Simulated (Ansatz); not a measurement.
# CH₉GaSi₂: how energies converge with the basis set

How large a basis does CH₉GaSi₂ need? Two functionals are run in growing sets.

Method: one geometry, several basis sets; program: Ansatz 0.2.0, Gaussian basis.

The runs, in order: PBE0-D4/def2-SVP; ωB97M-V/def2-SVP; PBE0-D4/def2-QZVPP; ωB97M-V/def2-QZVPP; the functionals' def2-TZVPP values are taken from earlier runs.

## 1. Structure used throughout

The geometry comes from an earlier relaxation with PBE0-D4 in a triple-zeta def2 set; it is a stationary point, not always the lowest conformer.

SMILES `[CH3][Ga]([SiH3])[SiH3]`, 13 atoms, charge 0, spin multiplicity 1.

Atoms are counted from 1 here; the program's logs count them from 0.

Bond lengths: C1–Ga2 1.976 Å, C1–H5 1.091 Å, C1–H6 1.091 Å, C1–H7 1.096 Å, Ga2–Si3 2.423 Å, Ga2–Si4 2.423 Å, Si3–H8 1.489 Å, Si3–H9 1.492 Å, Si3–H10 1.493 Å, Si4–H11 1.492 Å, Si4–H12 1.489 Å, Si4–H13 1.493 Å. Angles: Ga2–C1–H5 112.1°, Ga2–C1–H6 112.0°, Ga2–C1–H7 108.1°, H5–C1–H6 109.4°, H5–C1–H7 107.5°, H6–C1–H7 107.5°, C1–Ga2–Si3 118.7°, C1–Ga2–Si4 118.7°, Si3–Ga2–Si4 122.6°, Ga2–Si3–H8 113.5°, Ga2–Si3–H9 111.0°, Ga2–Si3–H10 109.9°, H8–Si3–H9 107.7°, H8–Si3–H10 107.5°, H9–Si3–H10 106.9°, Ga2–Si4–H11 110.7°, Ga2–Si4–H12 113.6°, Ga2–Si4–H13 110.2° and more.

## 2. PBE0-D4 in def2-SVP

Contents of in.yaml:

```yaml
crystal:
  periodic: [false, false, false]
  atoms:
    - {symbol: C, position_ang: [-0.038975, 1.756098, -1.157175]}
    - {symbol: Ga, position_ang: [-0.035084, 0.115257, -0.056580]}
    - {symbol: Si, position_ang: [0.914301, 0.208813, 2.171193]}
    - {symbol: Si, position_ang: [-0.902320, -1.932661, -1.019489]}
    - {symbol: H, position_ang: [-0.844220, 1.754523, -1.893242]}
    - {symbol: H, position_ang: [-0.107641, 2.657979, -0.547016]}
    - {symbol: H, position_ang: [0.908839, 1.800287, -1.704760]}
    - {symbol: H, position_ang: [0.787928, -1.069195, 2.924611]}
    - {symbol: H, position_ang: [0.267580, 1.280259, 2.983487]}
    - {symbol: H, position_ang: [2.367438, 0.540788, 2.091164]}
    - {symbol: H, position_ang: [-2.318457, -1.751718, -1.453664]}
    - {symbol: H, position_ang: [-0.860029, -3.093767, -0.088423]}
    - {symbol: H, position_ang: [-0.118861, -2.301665, -2.235106]}
basis:
  gaussian: {orbitals: def2-SVP}
hamiltonian: {xc: pbe0, dispersion: d4}
output: {orbitals: {seedname: orbitals}}
```

Further steps of the session: ωB97M-V in def2-SVP; PBE0-D4 in def2-QZVPP; ωB97M-V in def2-QZVPP.

**Question.** What will the summary of the whole plan be? Wanted: PBE0-D4: double and triple zeta above quadruple; ωB97M-V: double and triple zeta above quadruple.

The runs gave:

| quantity | value |
| --- | --- |
| PBE0-D4: double and triple zeta above quadruple | 15.25, 1.77 eV |
| ωB97M-V: double and triple zeta above quadruple | 15.32, 1.71 eV |

**Reading.** PBE0-D4 gains 13.48 eV from double to triple zeta, then 1.77 eV more. Total energies overstate the basis error of differences, where much of it tends to cancel.
